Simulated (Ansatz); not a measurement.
# ClH2NZn: the cost of one run

All numbers below are computed with Ansatz 0.2.0 (RKS PBE0-D4/def2-SVP).

## (1) The structure to begin with

Bond lengths: N1–Zn2 1.801 Å, Zn2–Cl3 1.429 Å, N1–H4 1.003 Å, N1–H5 1.045 Å. Angles: N1–Zn2–Cl3 147.2°, Zn2–N1–H4 81.5°, Zn2–N1–H5 88.6°, H4–N1–H5 107.5°.

Coordinates:

```xyz
5

N    -0.2561    0.8512   -0.4330
Zn    0.3691   -0.7019    0.2320
Cl    1.5050   -1.4489    0.6726
H    -0.8090    0.2206   -0.9826
H    -0.7592    1.0053    0.4696
```

## (2) Relaxing the start

Input file input.yaml:

```yaml
crystal:
  periodic: [false, false, false]
  atoms:
    - { symbol: "N", position_ang: [-0.2561, 0.8512, -0.433] }
    - { symbol: Zn, position_ang: [0.3691, -0.7019, 0.232] }
    - { symbol: Cl, position_ang: [1.505, -1.4489, 0.6726] }
    - { symbol: H, position_ang: [-0.809, 0.2206, -0.9826] }
    - { symbol: H, position_ang: [-0.7592, 1.0053, 0.4696] }
basis:
  gaussian: { orbitals: def2-SVP }
hamiltonian:
  xc: pbe0
  dispersion: d4
relax:
  f_tol: 0.02
  max_steps: 40
scf:
  lower_state_search: "off"
output:
  orbitals: {}
```

Started as:

```
$ ansatz run input.yaml --threads 1 --pin off --max-ram 2048MiB --backend cpu --events-out ev --progress --plain --runs-dir out
```

What time and memory should one allow on 1 thread of Arm Neoverse V1, shared host?

About 22 s, with a peak of 0.13 GiB.
